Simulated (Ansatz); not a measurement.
# BCl2FH10OSi4: the cost of one run

Program: Ansatz 0.2.0, Gaussian basis. Level of theory: PBE0-D4/def2-SVP. These are calculated values, not measurements.

1 further run of the same task is left out (it didn't finish).

## 1. The system as given

The start, a first-order saddle point found at PBE0-D4 in triple zeta: 19 atoms, charge 0, spin multiplicity 1.

Atoms are counted from 1 here; the program's logs count them from 0.

Bond lengths: B1–Cl2 2.099 Å, B1–Cl3 1.760 Å, B1–O4 1.331 Å, B1–F10 1.586 Å, Cl2–H9 1.586 Å, O4–Si5 1.675 Å, Si5–Si6 2.340 Å, Si5–Si7 2.349 Å, Si5–Si8 2.345 Å, Si6–H11 1.487 Å, Si6–H12 1.488 Å, Si6–H13 1.487 Å, Si7–H14 1.487 Å, Si7–H15 1.485 Å, Si7–H16 1.490 Å, Si8–H17 1.489 Å, Si8–H18 1.488 Å, Si8–H19 1.489 Å and more. Angles: Cl2–B1–Cl3 110.3°, Cl2–B1–O4 112.1°, Cl2–B1–F10 84.5°, Cl3–B1–O4 121.8°, Cl3–B1–F10 109.6°, O4–B1–F10 112.4°, B1–Cl2–H9 57.6°, B1–O4–Si5 139.9°, O4–Si5–Si6 106.6°, O4–Si5–Si7 111.5°, O4–Si5–Si8 110.6°, Si6–Si5–Si7 108.8°, Si6–Si5–Si8 109.9°, Si7–Si5–Si8 109.4°, Si5–Si6–H11 111.0°, Si5–Si6–H12 107.7°, Si5–Si6–H13 110.7°, H11–Si6–H12 109.1° and more.

As a file:

```mol
BCl2FH10OSi4
  3D, bonds by distance, orders not assigned

 19 19  0  0  0  0  0  0  0  0999 V2000
   -0.7057    0.4906    2.3220 B   0  0
   -1.3007    2.4164    1.7371 Cl  0  0
   -0.4384    0.4352    4.0611 Cl  0  0
    0.1540   -0.0514    1.4626 O   0  0
    0.3713   -0.2357   -0.1883 Si  0  0
    2.3234   -1.4952   -0.4691 Si  0  0
    0.6480    1.8373   -1.2574 Si  0  0
   -1.4503   -1.3646   -1.1412 Si  0  0
   -2.3017    1.1857    1.7533 H   0  0
   -2.2080    0.0964    2.0031 F   0  0
    2.2170   -2.8040    0.2285 H   0  0
    2.5019   -1.7327   -1.9272 H   0  0
    3.5056   -0.7577    0.0505 H   0  0
    1.4926    2.7407   -0.4324 H   0  0
   -0.6475    2.4986   -1.5577 H   0  0
    1.3480    1.5611   -2.5428 H   0  0
   -2.6978   -0.5610   -1.0242 H   0  0
   -1.6638   -2.6871   -0.4936 H   0  0
   -1.1475   -1.5724   -2.5844 H   0  0
  1  2  8  0
  1  3  8  0
  1  4  8  0
  1 10  8  0
  2  9  8  0
  4  5  8  0
  5  6  8  0
  5  7  8  0
  5  8  8  0
  6 11  8  0
  6 12  8  0
  6 13  8  0
  7 14  8  0
  7 15  8  0
  7 16  8  0
  8 17  8  0
  8 18  8  0
  8 19  8  0
  9 10  8  0
M  END
```

## 2. The run

Contents of md/in.yaml:

```yaml
crystal:
  periodic: [false, false, false]
  atoms:
    - {symbol: B, position_ang: [-0.705690, 0.490586, 2.322042]}
    - {symbol: Cl, position_ang: [-1.300714, 2.416399, 1.737134]}
    - {symbol: Cl, position_ang: [-0.438387, 0.435179, 4.061112]}
    - {symbol: O, position_ang: [0.153972, -0.051444, 1.462614]}
    - {symbol: Si, position_ang: [0.371299, -0.235708, -0.188270]}
    - {symbol: Si, position_ang: [2.323433, -1.495232, -0.469104]}
    - {symbol: Si, position_ang: [0.647977, 1.837325, -1.257388]}
    - {symbol: Si, position_ang: [-1.450309, -1.364604, -1.141218]}
    - {symbol: H, position_ang: [-2.301740, 1.185694, 1.753335]}
    - {symbol: F, position_ang: [-2.208001, 0.096412, 2.003110]}
    - {symbol: H, position_ang: [2.216953, -2.803985, 0.228466]}
    - {symbol: H, position_ang: [2.501859, -1.732740, -1.927174]}
    - {symbol: H, position_ang: [3.505592, -0.757713, 0.050467]}
    - {symbol: H, position_ang: [1.492574, 2.740683, -0.432394]}
    - {symbol: H, position_ang: [-0.647542, 2.498600, -1.557714]}
    - {symbol: H, position_ang: [1.347954, 1.561096, -2.542846]}
    - {symbol: H, position_ang: [-2.697845, -0.560954, -1.024189]}
    - {symbol: H, position_ang: [-1.663799, -2.687064, -0.493557]}
    - {symbol: H, position_ang: [-1.147485, -1.572428, -2.584424]}
basis:
  gaussian: {orbitals: def2-SVP}
hamiltonian: {xc: pbe0, dispersion: d4}
md: {n_steps: 60, timestep: 0.5, temperature: 500, ensemble: nve, seed: 713, initial_velocities: maxwell_boltzmann}
```

Started as:

```
> ansatz run in.yaml --threads 4 --pin off --events-out ev --progress --plain --max-ram 46080MiB --backend cuda --devices 0, --max-vram 37GiB
```

**Question.** How long does this run take on 1 × a share of an NVIDIA H100 with 4 threads of AMD EPYC 7R13, shared host?

About 2.4 min.
